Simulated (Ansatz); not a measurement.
**C₂H₉AlN₂: basis-set convergence**

One table from this session's results is given with a row withheld; the runs are named, their logs left out.

The runs use Ansatz 0.2.0, Gaussian basis; one geometry, several basis sets.

The runs, in order: PBE0-D4/def2-SVP; ωB97M-V/def2-SVP; PBE0-D4/def2-QZVPP; ωB97M-V/def2-QZVPP; the functionals' def2-TZVPP values are taken from earlier runs.

## The relaxed structure

An earlier PBE0-D4 in a triple-zeta def2 set relaxation fixed the geometry.

14 atoms, charge 0, spin multiplicity 1.

Atoms are counted from 1 here; the program's logs count them from 0.

Bond lengths: C1–N2 1.440 Å, C1–H6 1.093 Å, C1–H7 1.100 Å, C1–H8 1.100 Å, N2–C3 1.441 Å, N2–Al4 1.775 Å, C3–H9 1.093 Å, C3–H10 1.100 Å, C3–H11 1.100 Å, Al4–N5 1.770 Å, Al4–H12 1.580 Å, N5–H13 1.006 Å, N5–H14 1.007 Å. Angles: N2–C1–H6 111.1°, N2–C1–H7 111.8°, N2–C1–H8 111.8°, H6–C1–H7 107.4°, H6–C1–H8 107.4°, H7–C1–H8 107.0°, C1–N2–C3 112.4°, C1–N2–Al4 124.9°, C3–N2–Al4 122.7°, N2–C3–H9 110.8°, N2–C3–H10 111.8°, N2–C3–H11 111.8°, H9–C3–H10 107.6°, H9–C3–H11 107.6°, H10–C3–H11 107.1°, N2–Al4–N5 120.5°, N2–Al4–H12 119.2°, N5–Al4–H12 120.3° and more.

Set-up of the first run:

Input file in.yaml:

```yaml
crystal:
  periodic: [false, false, false]
  atoms:
    - {symbol: C, position_ang: [-0.208911, 1.032685, -1.053857]}
    - {symbol: N, position_ang: [-0.335756, -0.174069, -0.279092]}
    - {symbol: C, position_ang: [-1.335076, -1.065869, -0.811242]}
    - {symbol: Al, position_ang: [0.611379, -0.553364, 1.173399]}
    - {symbol: N, position_ang: [1.818335, 0.589518, 1.781834]}
    - {symbol: H, position_ang: [0.555714, 1.691429, -0.634566]}
    - {symbol: H, position_ang: [-1.151545, 1.599493, -1.084984]}
    - {symbol: H, position_ang: [0.074170, 0.820714, -2.095816]}
    - {symbol: H, position_ang: [-1.407107, -1.973075, -0.205413]}
    - {symbol: H, position_ang: [-1.101659, -1.371693, -1.842114]}
    - {symbol: H, position_ang: [-2.331072, -0.598557, -0.830574]}
    - {symbol: H, position_ang: [0.366016, -1.924888, 1.918688]}
    - {symbol: H, position_ang: [2.054818, 1.486658, 1.392560]}
    - {symbol: H, position_ang: [2.377795, 0.411820, 2.599877]}
basis:
  gaussian: {orbitals: def2-SVP}
hamiltonian: {xc: pbe0, dispersion: d4}
output: {orbitals: {seedname: orbitals}}
```

Among the steps run: PBE0-D4 in def2-SVP; ωB97M-V in def2-SVP; PBE0-D4 in def2-QZVPP; ωB97M-V in def2-QZVPP.

One table of the session follows, with a row left open; its other results are not shown here.

It belongs to the step «Functionals by basis». 

```
functional       basis  HOMO (eV)  LUMO (eV)
   PBE0-D4    def2-SVP      -5.96       0.61
   PBE0-D4  def2-TZVPP      -6.12       0.30
   PBE0-D4  def2-QZVPP      -6.15       0.08
   ωB97M-V    def2-SVP      -8.24       2.29
   ωB97M-V  def2-TZVPP          ?          ?
   ωB97M-V  def2-QZVPP      -8.45       1.20
```

Q: Estimate the row for ωB97M-V, def2-TZVPP from the others.

As computed: HOMO (eV): -8.41; LUMO (eV): 1.82. In the column «HOMO (eV)» it lies between ωB97M-V, def2-QZVPP (-8.45) and ωB97M-V, def2-SVP (-8.24).
